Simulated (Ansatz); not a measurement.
# Si (zinc blende): the cost of one run

Method: DFT LDA, scalar-relativistic, plane waves, PAW, in Ansatz 0.2.0.

### Step 1. Starting point

It takes space group Fd-3m (No. 227, cubic). The conventional cell has a = 5.466 Å, b = 5.466 Å, c = 5.466 Å, α = 90.00°, β = 90.00°, γ = 90.00°. Around Si (site symmetry -43m) lie 4 Si at 2.37 Å.

Structure file:

```cif
data_structure
_symmetry_space_group_name_H-M 'Fd-3m:1'
_symmetry_Int_Tables_number 227
_cell_length_a 5.4660
_cell_length_b 5.4660
_cell_length_c 5.4660
_cell_angle_alpha 90.000
_cell_angle_beta 90.000
_cell_angle_gamma 90.000
_cell_volume 163.31
loop_
_atom_site_label
_atom_site_type_symbol
_atom_site_symmetry_multiplicity
_atom_site_Wyckoff_symbol
_atom_site_fract_x
_atom_site_fract_y
_atom_site_fract_z
_atom_site_occupancy
Si1 Si 8 b 0.00000 0.00000 0.50000 1
```

### Step 2. Volume × 1.02

input.yaml

```yaml
crystal:
  lattice:
    - [0.0, 2.7329806565, 2.7329806565]
    - [2.7329806565, 0.0, 2.7329806565]
    - [2.7329806565, 2.7329806565, 0.0]
  atoms:
    - { symbol: Si, position: [0.0, 0.0, 0.0] }
    - { symbol: Si, position: [0.25, 0.25, 0.25] }
scf:
  occupations: { method: fixed }
output:
  forces: true
  stress: true
  eigenvalues: true
  write_density: true
  write_potential: true
  elf: true
  volumetric_format: npy
hamiltonian:
  xc: lda
basis:
  ecutwfc: 500
kpoints:
  mp_grid: { grid: [12, 12, 12] }
```

Command:

```
> ansatz run input.yaml --threads 1 --pin off --max-ram 2867MiB --backend cpu --events-out ev --progress --plain --runs-dir out
```

What time and memory should one allow on 1 thread of Intel Xeon at 2.30GHz, shared host?

About 1.9 s, with a peak of 0.35 GiB.
